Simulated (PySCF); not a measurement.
# CH5GaO (SMILES C[O][GaH2]) at M06-L/cc-pVDZ

Aim: the energy change on altering one bond length of CH5GaO at M06-L/cc-pVDZ, from 2 runs. The job is set up through a Python script.

Program for the calculation: PySCF 2.14.0.

3 further runs of the same task are left out: 3 set aside as unsound or not needed.

## Step 1: The molecule

The species is CH5GaO (8 atoms), meant as a singlet with charge 0. As SMILES, `C[O][GaH2]`. The coordinates come from a PBE0-D4/def2-TZVP relaxation.

Bond lengths: C1–O2 1.402 Å, O2–Ga3 1.782 Å, C1–H4 1.096 Å, C1–H5 1.099 Å, C1–H6 1.096 Å, Ga3–H7 1.565 Å, Ga3–H8 1.555 Å. Angles: C1–O2–Ga3 123.8°, O2–C1–H4 110.0°, O2–C1–H5 113.2°, O2–C1–H6 110.0°, O2–Ga3–H7 115.8°, O2–Ga3–H8 113.9°, H4–C1–H5 107.8°, H4–C1–H6 107.8°, H5–C1–H6 107.8°, H7–Ga3–H8 130.3°.

## Step 2: The energy at M06-L/cc-pVDZ

File job.py:

```python
from pyscf import gto, dft

mol = gto.M(
    atom='''
C       -0.616800       0.972600      -0.422900
O       -0.705300      -0.273500       0.213500
Ga       0.703200      -1.302000       0.579300
H       -1.200200       0.962000      -1.350600
H        0.414200       1.256200      -0.676600
H       -1.030600       1.754200       0.224300
H        2.093900      -0.732800       0.142900
H        0.341700      -2.636700       1.290100
''',
    verbose=3,
    basis='cc-pvdz',
    max_memory=1860,
)

myscf = dft.RKS(mol, xc='m06-l')
myscf.conv_tol = 1e-10
myscf.grids.level = 5
myscf.kernel()
if not myscf.converged:
    myscf = myscf.newton().run(myscf.mo_coeff, myscf.mo_occ)

e_final = myscf.e_tot
print('Final energy', e_final)
```

Command:

```console
$ OMP_NUM_THREADS=1 python job.py
```

Output:

```text
converged SCF energy = -2041.08507155091
Final energy -2041.0850715509098
```

It took 19 s on 1 thread of Intel Xeon Platinum 8375C at 2.90GHz (Ice Lake), shared host; peak memory 0.45 GiB.

## Step 3: The distorted shape, same level

File geometry.xyz:

```xyz
8
CH5GaO
C     -0.441795     0.975780    -0.144614
O     -0.530295    -0.270320     0.491786
Ga     0.878205    -1.298820     0.857586
H     -1.200200     0.962000    -1.350600
H      0.589205     1.259380    -0.398314
H     -0.855595     1.757380     0.502586
H      2.268905    -0.729620     0.421186
H      0.516705    -2.633520     1.568386
```

File input.py:

```python
from pyscf import gto, dft

mol = gto.M(
    atom='geometry.xyz',
    basis='cc-pvdz',
    spin=0,
    max_memory=1860,
    charge=0,
    verbose=3,
)

mf = dft.RKS(mol, xc='m06-l')
mf.conv_tol = 1e-10
mf.grids.level = 5
mf.kernel()
if not mf.converged:
    mf = mf.newton().run(mf.mo_coeff, mf.mo_occ)

e_tot = mf.e_tot
print(f'total energy: {e_tot:.8f} hartree')
```

Command:

```console
$ OMP_NUM_THREADS=1 python input.py
```

Output:

```text
converged SCF energy = -2041.0507496456
total energy: -2041.05074965 hartree
```

It took 21 s on 1 thread of Intel Xeon Platinum 8375C at 2.90GHz (Ice Lake), shared host; peak memory 0.45 GiB.

## Step 4: What came out

Level: M06-L/cc-pVDZ.

| quantity | value |
| --- | --- |
| first shape: total energy | -2041.08507 Eh |
| first shape: dipole moment | 1.03 D |
| first shape: HOMO energy | -6.42 eV |
| first shape: LUMO energy | -1.42 eV |
| first shape: HOMO–LUMO gap | 5.00 eV |
| distorted shape: total energy | -2041.05075 Eh |
| distorted shape: dipole moment | 1.26 D |
| distorted shape: HOMO energy | -6.38 eV |
| distorted shape: LUMO energy | -1.54 eV |
| distorted shape: HOMO–LUMO gap | 4.84 eV |
| energy change with the C1–H4 bond stretched from 1.096 to 1.425 Å | 0.934 eV |

What this shows: With the C1–H4 bond stretched from 1.096 to 1.425 Å the energy rises by 0.93 eV (21.5 kcal/mol). The first shape isn't relaxed at this level, so the change isn't measured from a minimum. Mulliken charges (distorted shape) run from -0.52 on O2 to +0.68 on Ga3; they depend strongly on the basis.
